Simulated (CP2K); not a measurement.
Al3Pd under changes of volume

One of the cells (15.371 Å³/atom); the others are scaled copies at fixed shape and fractional positions:

```
CELL_PARAMETERS angstrom
3.94691 0.00000 0.00000
0.00000 3.94691 0.00000
0.00000 0.00000 3.94691
ATOMIC_POSITIONS crystal
Pd 0.00000 0.00000 0.00000
Al 0.50000 0.50000 0.00000
Al 0.50000 0.00000 0.50000
Al 0.00000 0.50000 0.50000
```

The cell comes from a database or a generator and needn't be the stable form of this composition.

```yaml
Program: CP2K 2026.2
Functional: PBE
Potentials_or_basis: POTENTIAL_UZH Pd GTH-PBE-q18, Al GTH-PBE-q3; TZVP-MOLOPT-PBE-GTH basis
Density_cutoff: 6803 eV
k_mesh: 7 × 7 × 7
Occupations: fermi-dirac, width 0.05 eV
Spin: no spin polarisation
```

```csv
volume (Å³/atom),energy over the lowest point (meV/atom),pressure (GPa)
14.449,34.34,10.0
14.756,?,?
15.064,7.29,4.3
15.371,1.44,1.9
15.679,0.00,-0.3
15.986,2.52,-2.3
16.294,8.59,-4.0
```

**Question.** What does the run at 14.756 Å³/atom give?

**Answer.** Energy over the lowest point 18.07 meV/atom; pressure 7.0 GPa.

Worked out: A Birch-Murnaghan fit of order 3 (a polynomial in V^(-2/3)) to the other rows has its minimum at 15.63 Å³/atom with B0 = V·E''(V) = 106 GPa and B' = 4.6. It gives 18.08 meV/atom at 14.756 Å³/atom, against the run's 18.07, and -dE/dV = 7.0 GPa, against 7.0.

Energies are extrapolated to zero smearing.

Caveats: the basis of atomic orbitals isn't converged, which shifts pressures, moduli and gaps.
